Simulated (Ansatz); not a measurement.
**GaH₅O₃Si: how energies converge with the basis set**

The task here is to estimate one member of a computed series from the others.

Method: one geometry, several basis sets; program: Ansatz 0.2.0, Gaussian basis.

Levels to be run: PBE0-D4/def2-SVP; ωB97M-V/def2-SVP; PBE0-D4/def2-QZVPP; ωB97M-V/def2-QZVPP; the functionals' def2-TZVPP values are taken from earlier runs.

**Structure used throughout**

An earlier PBE0-D4 in a triple-zeta def2 set relaxation fixed the geometry.

SMILES `[OH][Ga]([OH])[O][SiH3]`, 10 atoms, charge 0, spin multiplicity 1.

Atoms are counted from 1 here; the program's logs count them from 0.

Bond lengths: O1–Ga2 1.768 Å, O1–H6 0.960 Å, Ga2–O3 1.765 Å, Ga2–O4 1.779 Å, O3–H7 0.960 Å, O4–Si5 1.632 Å, Si5–H8 1.486 Å, Si5–H9 1.494 Å, Si5–H10 1.486 Å. Angles: Ga2–O1–H6 113.0°, O1–Ga2–O3 119.7°, O1–Ga2–O4 121.6°, O3–Ga2–O4 118.7°, Ga2–O3–H7 112.4°, Ga2–O4–Si5 136.7°, O4–Si5–H8 110.2°, O4–Si5–H9 110.7°, O4–Si5–H10 110.1°, H8–Si5–H9 108.3°, H8–Si5–H10 109.2°, H9–Si5–H10 108.3°.

The first run:

File in.yaml:

```yaml
crystal:
  periodic: [false, false, false]
  atoms:
    - {symbol: O, position_ang: [-1.608851, -1.669449, 0.473016]}
    - {symbol: Ga, position_ang: [0.025480, -1.348846, -0.120284]}
    - {symbol: O, position_ang: [1.053717, -2.692454, -0.621203]}
    - {symbol: O, position_ang: [0.671499, 0.305165, -0.225793]}
    - {symbol: Si, position_ang: [0.135993, 1.812124, 0.096903]}
    - {symbol: H, position_ang: [-2.081521, -0.870544, 0.718985]}
    - {symbol: H, position_ang: [1.916823, -2.400412, -0.924095]}
    - {symbol: H, position_ang: [0.148437, 2.635598, -1.139944]}
    - {symbol: H, position_ang: [-1.262693, 1.774600, 0.622055]}
    - {symbol: H, position_ang: [1.001115, 2.454207, 1.120340]}
basis:
  gaussian: {orbitals: def2-SVP}
hamiltonian: {xc: pbe0, dispersion: d4}
output: {orbitals: {seedname: orbitals}}
```

Command:

```bash
> ansatz run in.yaml --threads 4 --pin off --events-out ev --progress --plain --max-ram 10444MiB
```

Among the steps run: PBE0-D4 in def2-SVP; ωB97M-V in def2-SVP; PBE0-D4 in def2-QZVPP; ωB97M-V in def2-QZVPP.

One of the session's tables, all rows but one given; the rest of the session is left out.

| functional | basis | HOMO (eV) |
| --- | --- | --- |
| PBE0-D4 | def2-SVP | -8.68 |
| PBE0-D4 | def2-TZVPP | -8.80 |
| PBE0-D4 | def2-QZVPP | -8.84 |
| ωB97M-V | def2-SVP | -10.97 |
| ωB97M-V | def2-TZVPP | -11.13 |
| ωB97M-V | def2-QZVPP | ? |

Q: Estimate the row for ωB97M-V, def2-QZVPP from the others.

**Answer.** HOMO (eV): -11.17. In the column «HOMO (eV)» it is the lowest.
